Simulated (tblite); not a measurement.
# CH12O2Si5: the cost of one run

Computed with tblite 0.8.0 and PySCF 2.14.0, with density-fitted response routines of our own, on a single molecule in the gas phase. Atoms are numbered from 0 throughout.

### Step 1. Starting geometry

20 atoms, charge 0, multiplicity 1; geometry from: force field or distance geometry start.

Bonds of the start (Å): C0–O1 1.37, O1–Si2 1.71, Si2–Si3 2.22, Si3–Si4 2.23, Si4–O5 1.70, O5–Si6 1.72, Si4–Si7 2.23, Si7–Si2 2.22, C0–H8 1.12, C0–H9 1.12, C0–H10 1.10, Si2–H11 1.48, Si3–H12 1.45, Si3–H13 1.48, Si4–H14 1.48, Si6–H15 1.46, Si6–H16 1.48, Si6–H17 1.48, Si7–H18 1.47, Si7–H19 1.46.

### Step 2. Geometry optimisation with GFN2-xTB

The job: settings as JSON, then the geometry in Å.

```
{"job": {"kind": "relax", "xc": "GFN2-xTB", "basis": "xTB"}, "charge": 0, "multiplicity": 1}
C     -3.288300     0.471200    -0.303200
O     -3.081600    -0.802300     0.153100
Si    -1.501600    -1.404600    -0.096800
Si    -0.188100    -0.221100    -1.437600
Si     1.069900     0.361200     0.310800
O      2.687800    -0.166900     0.256900
Si     3.709900     0.857700    -0.666500
Si    -0.117000    -1.023200     1.602300
H     -4.398200     0.568000    -0.445000
H     -3.030300     1.241900     0.461400
H     -2.851800     0.684100    -1.288300
H     -1.579800    -2.819800    -0.526800
H     -0.788800     0.913000    -2.106400
H      0.576900    -1.119800    -2.338300
H      0.878300     1.788300     0.633500
H      3.313600     0.868800    -2.075700
H      3.718200     2.226100    -0.097100
H      5.059000     0.246300    -0.600300
H      0.596700    -2.267000     1.942000
H     -0.789700    -0.391100     2.735000
```

Launch:

```
$ OMP_NUM_THREADS=1 python probes_run.py task.json out
```

The driver reads the jobs from task.json and runs them one after another.

Q: Estimate the wall time of this first job on 1 thread of Intel Xeon at 2.70GHz, shared host.

About 6.8 s.
